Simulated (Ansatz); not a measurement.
# BrF2HHfO: basis-set convergence

Aim: see how fast density functionals converge with the basis set for BrF2HHfO.

Computed with Ansatz 0.2.0, Gaussian basis. Level: one geometry, several basis sets.

Levels to be run: PBE0-D4/def2-SVP; ωB97M-V/def2-SVP; PBE0-D4/def2-QZVPP; ωB97M-V/def2-QZVPP; the functionals' def2-TZVPP values are taken from earlier runs.

### 1 Structure used throughout

All runs share one geometry, relaxed beforehand with PBE0-D4 in a triple-zeta def2 set. Hf takes the def2 core potential; no spin-orbit term is included.

SMILES `[OH][Hf]([F])([F])[Br]`, 6 atoms, charge 0, spin multiplicity 1.

Atoms are counted from 1 here; the program's logs count them from 0.

Bond lengths: O1–Hf2 1.892 Å, O1–H6 0.952 Å, Hf2–F3 1.898 Å, Hf2–F4 1.898 Å, Hf2–Br5 2.511 Å. Angles: Hf2–O1–H6 178.1°, O1–Hf2–F3 109.3°, O1–Hf2–F4 109.3°, O1–Hf2–Br5 110.5°, F3–Hf2–F4 108.1°, F3–Hf2–Br5 109.8°, F4–Hf2–Br5 109.8°.

### 2 PBE0-D4 in def2-SVP

Input file in.yaml:

```yaml
crystal:
  periodic: [false, false, false]
  atoms:
    - {symbol: O, position_ang: [-0.923093, 1.010481, 0.466536]}
    - {symbol: Hf, position_ang: [0.292503, -0.343970, -0.050431]}
    - {symbol: F, position_ang: [1.944031, -0.080776, 0.847692]}
    - {symbol: F, position_ang: [-0.395840, -2.035566, 0.467354]}
    - {symbol: Br, position_ang: [0.656392, -0.296342, -2.534108]}
    - {symbol: H, position_ang: [-1.531994, 1.682174, 0.756756]}
basis:
  gaussian: {orbitals: def2-SVP}
hamiltonian: {xc: pbe0, dispersion: d4}
output: {orbitals: {seedname: orbitals}}
```

Further steps of the session: ωB97M-V in def2-SVP; PBE0-D4 in def2-QZVPP; ωB97M-V in def2-QZVPP.

Q: Predict the results of all the runs planned. Wanted: PBE0-D4: double and triple zeta above quadruple; ωB97M-V: double and triple zeta above quadruple.

The runs gave:

| quantity | value |
| --- | --- |
| PBE0-D4: double and triple zeta above quadruple | 20.06, 1.86 eV |
| ωB97M-V: double and triple zeta above quadruple | 20.13, 1.77 eV |

What this shows: PBE0-D4 gains 18.20 eV from double to triple zeta, then 1.86 eV more. These are total energies; as a rule much of such shifts cancels in differences, which this series doesn't test. The LUMO of ωB97M-V is positive and keeps falling with the basis (0.77 to 0.26 eV): an unbound level that the basis holds in place.
